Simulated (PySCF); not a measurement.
# One shape, several levels: CH5BrInN (SMILES [CH3][In]([NH2])[Br])

We compute a comparison of 6 runs (HF/STO-3G, HF/3-21G, HF/def2-SVP, B3LYP/STO-3G, TPSSh/def2-SVPD, CCSD(T)/def2-SVP) of CH5BrInN. Input form: a Python script.

The results are computed with PySCF 2.14.0.

## (1) The system as given

The species is CH5BrInN (9 atoms), meant as a singlet with charge 0. As SMILES, `[CH3][In]([NH2])[Br]`. The shape is that of a PBE0-D4/def2-TZVP optimisation.

Bond lengths: C1–In2 2.128 Å, In2–N3 2.004 Å, In2–Br4 2.493 Å, C1–H5 1.090 Å, C1–H6 1.090 Å, C1–H7 1.089 Å, N3–H8 1.008 Å, N3–H9 1.009 Å. Some angles: C1–In2–N3 132.2°, C1–In2–Br4 118.3°, N3–In2–Br4 109.2°, In2–C1–H5 108.8°, In2–C1–H6 108.9°, In2–C1–H7 111.0°, In2–N3–H8 120.7°, In2–N3–H9 117.7°, H5–C1–H6 108.7°, H5–C1–H7 109.8°.

## (2) Energy and forces at HF/STO-3G (run 1)

File calc.py:

```python
from pyscf import gto

mol = gto.M(
    atom='''
C   -0.033200   1.492200  -0.911800
In  -0.372900  -0.323500   0.144700
N    0.877700  -1.687900   0.913600
Br  -2.717900  -1.136700   0.374900
H   -0.484000   1.412000  -1.900900
H   -0.513200   2.309800  -0.373700
H    1.033000   1.693300  -1.008400
H    1.806900  -1.427000   1.205100
H    0.492000  -2.378600   1.539400
''',
    verbose=3,
    max_memory=1860,
    basis='sto-3g',
    charge=0,
)

myscf = mol.RHF()
myscf.conv_tol = 1e-10
myscf.kernel()
if not myscf.converged:
    myscf = myscf.newton().run(myscf.mo_coeff, myscf.mo_occ)

energy = myscf.e_tot
print(f'total energy: {energy:.8f} hartree')
grad = myscf.nuc_grad_method().kernel()
myscf.analyze()
```

The run is started by

```console
$ OMP_NUM_THREADS=1 python calc.py
```

What it wrote:

```text
converged SCF energy = -8321.70959804682
total energy: -8321.70959805 hartree
--------------- RHF gradients ---------------
         x                y                z
0 C     0.0040137458     0.0208025479    -0.0134381791
1 In    -0.0057185701     0.0272216771    -0.0093089833
2 N     0.0409983768    -0.0444524758     0.0344701229
3 Br    -0.0204119860    -0.0078030075     0.0019985260
4 H    -0.0057926315    -0.0064294202    -0.0053498469
5 H    -0.0060877248     0.0013402305     0.0083284300
6 H     0.0089260465    -0.0042136536     0.0027396047
7 H    -0.0125882363     0.0034523327    -0.0083880706
8 H    -0.0033390204     0.0100817689    -0.0110516037
----------------------------------------------
**** MO energy ****
MO #1   energy= -986.904297591428  occ= 2
MO #2   energy= -484.368216585102  occ= 2
MO #3   energy= -146.040189648765  occ= 2
MO #4   energy= -138.052237187852  occ= 2
MO #5   energy= -138.050835787771  occ= 2
MO #6   energy= -138.05034235192   occ= 2
MO #7   energy= -63.0981926612988  occ= 2
MO #8   energy= -57.6474377027334  occ= 2
MO #9   energy= -57.6460828026779  occ= 2
MO #10  energy= -57.6459624211412  occ= 2
MO #11  energy= -27.7271530281232  occ= 2
MO #12  energy= -24.7468481033607  occ= 2
MO #13  energy= -24.7426152725704  occ= 2
MO #14  energy= -24.7413455926576  occ= 2
MO #15  energy= -16.6127626079159  occ= 2
MO #16  energy= -16.612747644602   occ= 2
MO #17  energy= -16.6114090310354  occ= 2
MO #18  energy= -16.6071731826526  occ= 2
MO #19  energy= -16.6065829541255  occ= 2
MO #20  energy= -15.2191953538922  occ= 2
MO #21  energy= -10.9794567436677  occ= 2
MO #22  energy= -9.05233998850936  occ= 2
MO #23  energy= -6.80149168788009  occ= 2
MO #24  energy= -6.79341315804049  occ= 2
MO #25  energy= -6.79274952447991  occ= 2
MO #26  energy= -4.26650579397359  occ= 2
MO #27  energy= -3.08702355886823  occ= 2
MO #28  energy= -3.07934480808425  occ= 2
MO #29  energy= -3.07270307595717  occ= 2
MO #30  energy= -2.1565308037201   occ= 2
MO #31  energy= -2.15398258818166  occ= 2
MO #32  energy= -2.15335540679873  occ= 2
MO #33  energy= -2.14561510166282  occ= 2
MO #34  energy= -2.14560262177537  occ= 2
MO #35  energy= -1.01855337880963  occ= 2
MO #36  energy= -0.877569159146975 occ= 2
MO #37  energy= -0.80775410517698  occ= 2
MO #38  energy= -0.590248690995374 occ= 2
MO #39  energy= -0.588901896748603 occ= 2
MO #40  energy= -0.583365377484252 occ= 2
MO #41  energy= -0.581040428141242 occ= 2
MO #42  energy= -0.579886531437125 occ= 2
MO #43  energy= -0.540410718255698 occ= 2
MO #44  energy= -0.508793825499839 occ= 2
MO #45  energy= -0.505871069068586 occ= 2
MO #46  energy= -0.437289581255183 occ= 2
MO #47  energy= -0.35837991679794  occ= 2
MO #48  energy= -0.310389916475477 occ= 2
MO #49  energy= -0.296311928852089 occ= 2
MO #50  energy= -0.275547821958626 occ= 2
MO #51  energy= -0.268957235447552 occ= 2
MO #52  energy= 0.224510680503895  occ= 0
MO #53  energy= 0.304767972766065  occ= 0
MO #54  energy= 0.416419187291904  occ= 0
MO #55  energy= 0.556019327469677  occ= 0
MO #56  energy= 0.726144404956402  occ= 0
MO #57  energy= 0.73009146661753   occ= 0
MO #58  energy= 0.752235780843086  occ= 0
MO #59  energy= 0.757891825523468  occ= 0
MO #60  energy= 0.790179180236375  occ= 0
 ** Mulliken atomic charges  **
charge of    0C =     -0.24341
charge of    1In =      0.69668
charge of    2N =     -0.41204
charge of    3Br =     -0.29956
charge of    4H =      0.02742
charge of    5H =      0.02600
charge of    6H =      0.02425
charge of    7H =      0.08806
charge of    8H =      0.09261
Dipole moment(X, Y, Z, Debye):  2.83680,  1.45939,  0.54480
```

Wall time 5.7 s (1 thread of Arm Neoverse V2, shared host); peak memory 0.13 GiB.

## (3) Energy and gradient at HF/3-21G (run 2)

File start.xyz:

```xyz
9

C     -0.033200     1.492200    -0.911800
In    -0.372900    -0.323500     0.144700
N      0.877700    -1.687900     0.913600
Br    -2.717900    -1.136700     0.374900
H     -0.484000     1.412000    -1.900900
H     -0.513200     2.309800    -0.373700
H      1.033000     1.693300    -1.008400
H      1.806900    -1.427000     1.205100
H      0.492000    -2.378600     1.539400
```

File job.py:

```python
from pyscf import gto

molecule = gto.Mole()
molecule.atom = 'start.xyz'
molecule.verbose = 4
molecule.max_memory = 1860
molecule.basis = '3-21g'
molecule.build()

calc0 = molecule.RHF()
calc0.conv_tol = 1e-10
calc0.kernel()
if not calc0.converged:
    calc0 = calc0.newton().run(calc0.mo_coeff, calc0.mo_occ)

energy = calc0.e_tot
print(f'total energy: {energy:.8f} hartree')
grad = calc0.nuc_grad_method().kernel()
calc0.analyze()
```

The run is started by

```console
$ OMP_NUM_THREADS=1 python job.py
```

What it wrote:

```text
PySCF version 2.14.0

[... 65 lines left out ...]
converged SCF energy = -8369.56883836065
[... 21 lines left out ...]
MO #1   energy= -991.71678846465   occ= 2
[... 7 lines left out ...]
MO #9   energy= -57.9195828959223  occ= 2
[... 7 lines left out ...]
MO #17  energy= -17.5078038145848  occ= 2
[... 7 lines left out ...]
MO #25  energy= -7.30057324712978  occ= 2
[... 7 lines left out ...]
MO #33  energy= -3.02657275072558  occ= 2
[... 7 lines left out ...]
MO #41  energy= -0.947143708141855 occ= 2
[... 7 lines left out ...]
MO #49  energy= -0.392661283018267 occ= 2
[... 7 lines left out ...]
MO #57  energy= 0.283396871082624  occ= 0
[... 7 lines left out ...]
MO #65  energy= 0.877679021806942  occ= 0
[... 7 lines left out ...]
MO #73  energy= 1.29641628547557   occ= 0
[... 7 lines left out ...]
MO #81  energy= 2.55251947588639   occ= 0
[... 54 lines left out ...]
pop of  3 Br 4s           1.89252
pop of  3 Br 5s           0.00530
pop of  3 Br 2px          1.99998
pop of  3 Br 2py          1.99998
pop of  3 Br 2pz          1.99998
pop of  3 Br 3px          1.99978
pop of  3 Br 3py          1.99983
pop of  3 Br 3pz          1.99984
pop of  3 Br 4px          1.66407
pop of  3 Br 4py          1.89912
pop of  3 Br 4pz          1.92037
pop of  3 Br 5px          0.00071
pop of  3 Br 5py          0.00165
pop of  3 Br 5pz          0.00176
pop of  3 Br 3dxy         1.99986
pop of  3 Br 3dyz         1.99999
pop of  3 Br 3dz^2        1.99991
pop of  3 Br 3dxz         1.99996
pop of  3 Br 3dx2-y2      1.99980
pop of  4 H 1s            0.88013
pop of  4 H 2s            0.00815
pop of  5 H 1s            0.88322
pop of  5 H 2s            0.00797
pop of  6 H 1s            0.88735
pop of  6 H 2s            0.00786
pop of  7 H 1s            0.80218
pop of  7 H 2s            0.00932
pop of  8 H 1s            0.79489
pop of  8 H 2s            0.00960
 ** Mulliken atomic charges  **
charge of    0C =     -0.55424
charge of    1In =      0.90912
charge of    2N =     -0.68040
charge of    3Br =     -0.38381
charge of    4H =      0.11172
charge of    5H =      0.10881
charge of    6H =      0.10480
charge of    7H =      0.18850
charge of    8H =      0.19550
Dipole moment(X, Y, Z, Debye):  3.72254,  1.96832,  0.63697
```

Run time: 5.4 s. Hardware: 1 thread of Arm Neoverse V2, shared host; peak memory 0.16 GiB.

Runs 3 to 4 aren't shown in full; the table further down has their settings and results.

## (4) Energy and gradient at TPSSh/def2-SVPD (core potential) (run 5)

start.xyz is that of step 3.

File job.py:

```python
# [CH3][In]([NH2])[Br]
import pyscf.grad
from pyscf import gto, dft

system = gto.M(
    atom='start.xyz',
    max_memory=1860,
    verbose=4,
    charge=0,
    basis='def2-svpd',
    ecp={'In': 'def2-svp'},
)

calc0 = dft.RKS(system, xc='tpssh')
calc0.grids.level = 5
calc0.conv_tol = 1e-10
calc0.kernel()
if not calc0.converged:
    calc0 = calc0.newton().run(calc0.mo_coeff, calc0.mo_occ)

e_final = calc0.e_tot
print('Final energy', e_final)
grad = calc0.Gradients().kernel()
dip = calc0.dip_moment()
pop, q = calc0.mulliken_pop()
```

The run is started by

```console
$ OMP_NUM_THREADS=1 python job.py
```

What it wrote:

```text
PySCF version 2.14.0

[... 82 lines left out ...]
converged SCF energy = -2859.69941125944
Final energy -2859.699411259437
[... 12 lines left out ...]
Dipole moment(X, Y, Z, Debye):  3.04712,  1.77443,  0.06928
[... 124 lines left out ...]
pop of  5 H 2px           0.00663
pop of  5 H 2py           0.01055
pop of  5 H 2pz           0.00790
pop of  5 H 3px           0.03042
pop of  5 H 3py           0.03364
pop of  5 H 3pz           0.03007
pop of  6 H 1s            0.75307
pop of  6 H 2s            0.12300
pop of  6 H 2px           0.01336
pop of  6 H 2py           0.00622
pop of  6 H 2pz           0.00515
pop of  6 H 3px           0.04791
pop of  6 H 3py           0.01024
pop of  6 H 3pz           0.02208
pop of  7 H 1s            0.74836
pop of  7 H 2s            0.22991
pop of  7 H 2px           0.02071
pop of  7 H 2py           0.01139
pop of  7 H 2pz           0.01255
pop of  7 H 3px           0.05574
pop of  7 H 3py          -0.00420
pop of  7 H 3pz           0.05065
pop of  8 H 1s            0.74437
pop of  8 H 2s            0.20272
pop of  8 H 2px           0.01112
pop of  8 H 2py           0.01710
pop of  8 H 2pz           0.01618
pop of  8 H 3px          -0.01351
pop of  8 H 3py           0.05325
pop of  8 H 3pz           0.05606
 ** Mulliken atomic charges  **
charge of    0C =     -0.05985
charge of    1In =      0.64454
charge of    2N =      0.12721
charge of    3Br =     -0.55172
charge of    4H =      0.01605
charge of    5H =      0.01718
charge of    6H =      0.01898
charge of    7H =     -0.12510
charge of    8H =     -0.08730
```

Run time: 2.8 min. Hardware: 1 thread of Arm Neoverse V2, shared host; peak memory 1.9 GiB.

## (5) The energy at CCSD(T)/def2-SVP (core potential) (run 6)

File geometry.xyz:

```xyz
9
CH5BrInN
C     -0.033200     1.492200    -0.911800
In    -0.372900    -0.323500     0.144700
N      0.877700    -1.687900     0.913600
Br    -2.717900    -1.136700     0.374900
H     -0.484000     1.412000    -1.900900
H     -0.513200     2.309800    -0.373700
H      1.033000     1.693300    -1.008400
H      1.806900    -1.427000     1.205100
H      0.492000    -2.378600     1.539400
```

File run.py:

```python
# [CH3][In]([NH2])[Br]
from pyscf import gto, cc

system = gto.M(
    atom='geometry.xyz',
    basis='def2-svp',
    verbose=3,
    spin=0,
    charge=0,
    max_memory=1860,
    ecp={'In': 'def2-svp'},
)

mf = system.RHF()
mf.conv_tol = 1e-10
mf.kernel()
if not mf.converged:
    mf = mf.newton().run(mf.mo_coeff, mf.mo_occ)

mycc = cc.CCSD(mf, frozen=15)
mycc.kernel()
e_t = mycc.ccsd_t()
e_tot = mycc.e_tot + e_t
print(f'total energy: {e_tot:.8f} hartree')
dip = mf.dip_moment()
pop, q = mf.mulliken_pop()
```

The run is started by

```console
$ OMP_NUM_THREADS=1 python run.py
```

What it wrote:

```text
converged SCF energy = -2856.52589497193
[... 2 lines left out ...]
total energy: -2857.21391204 hartree
Dipole moment(X, Y, Z, Debye):  3.12866,  1.94585,  0.28927
[... 82 lines left out ...]
pop of  3 Br 5dxy         0.01317
pop of  3 Br 5dyz         0.00885
pop of  3 Br 5dz^2        0.01091
pop of  3 Br 5dxz         0.01115
pop of  3 Br 5dx2-y2      0.01404
pop of  4 H 1s            0.73677
pop of  4 H 2s            0.16102
pop of  4 H 2px           0.00646
pop of  4 H 2py           0.00568
pop of  4 H 2pz           0.01565
pop of  5 H 1s            0.73760
pop of  5 H 2s            0.16392
pop of  5 H 2px           0.00680
pop of  5 H 2py           0.01289
pop of  5 H 2pz           0.00813
pop of  6 H 1s            0.74079
pop of  6 H 2s            0.16861
pop of  6 H 2px           0.01730
pop of  6 H 2py           0.00580
pop of  6 H 2pz           0.00446
pop of  7 H 1s            0.70972
pop of  7 H 2s            0.10341
pop of  7 H 2px           0.02495
pop of  7 H 2py           0.01188
pop of  7 H 2pz           0.01198
pop of  8 H 1s            0.70429
pop of  8 H 2s            0.09584
pop of  8 H 2px           0.01207
pop of  8 H 2py           0.01935
pop of  8 H 2pz           0.01689
 ** Mulliken atomic charges  **
charge of    0C =     -0.36976
charge of    1In =      0.94195
charge of    2N =     -0.61991
charge of    3Br =     -0.45002
charge of    4H =      0.07442
charge of    5H =      0.07066
charge of    6H =      0.06304
charge of    7H =      0.13806
charge of    8H =      0.15156
```

It took 3.1 min on 1 thread of Arm Neoverse V2, shared host; peak memory 0.96 GiB.

## (6) All runs side by side

```csv
run,level,core potential,integration grid,energy (Eh),dipole moment (D) of the reference,HOMO energy (eV),LUMO energy (eV),wall time
1,HF/STO-3G,–,–,-8321.709598,3.24,-7.32,6.11,5.7 s
2,HF/3-21G,–,–,-8369.568838,4.26,-10.06,1.86,5.4 s
3,HF/def2-SVP (core potential),def2-svp,–,-2856.525895,3.70,-10.32,1.83,13 s
4,B3LYP/STO-3G,–,5,-8325.608170,2.90,-3.57,2.41,23 s
5,TPSSh/def2-SVPD (core potential),def2-svp,5,-2859.699411,3.53,-6.62,-1.47,2.8 min
6,CCSD(T)/def2-SVP (core potential),def2-svp,–,-2857.213912,3.70,-10.32,1.83,3.1 min
```

## (7) Outcome

| quantity | value |
| --- | --- |
| run 6: total energy | -2857.21391 Eh |
| run 6: dipole moment (Hartree–Fock density) | 3.70 D |
| run 6: HOMO energy (Hartree–Fock orbitals) | -10.32 eV |
| run 6: LUMO energy (Hartree–Fock orbitals) | 1.83 eV |
| run 6: HOMO–LUMO gap (Hartree–Fock orbitals) | 12.16 eV |
| run 6: correlation energy (15 core orbitals frozen) | -688.0 mEh |
| run 6: (T) correction | -17.97 mEh |
| run 6: T1 diagnostic | 0.011 |

**Reading.** Over runs 1, 2, 3, 4, 5 the dipole moment (its size) runs from 2.90 D (B3LYP/STO-3G) to 4.26 D (HF/3-21G). The two ends differ in method and basis. Over runs 1, 2, 3, 4, 5 the HOMO–LUMO gap runs from 5.16 eV (TPSSh/def2-SVPD) to 13.43 eV (HF/STO-3G). The two ends differ in method and basis and core potential. Totals of different functionals can't be ranked against each other. Some runs of one species differ in core potentials or relativity; totals across that change don't compare. In runs 1, 4 the basis is minimal, so the values are rough. In runs 1, 2, 4 relativity is left out where basis or elements ask for it. All runs together took 6.7 min, the longest 3.1 min.
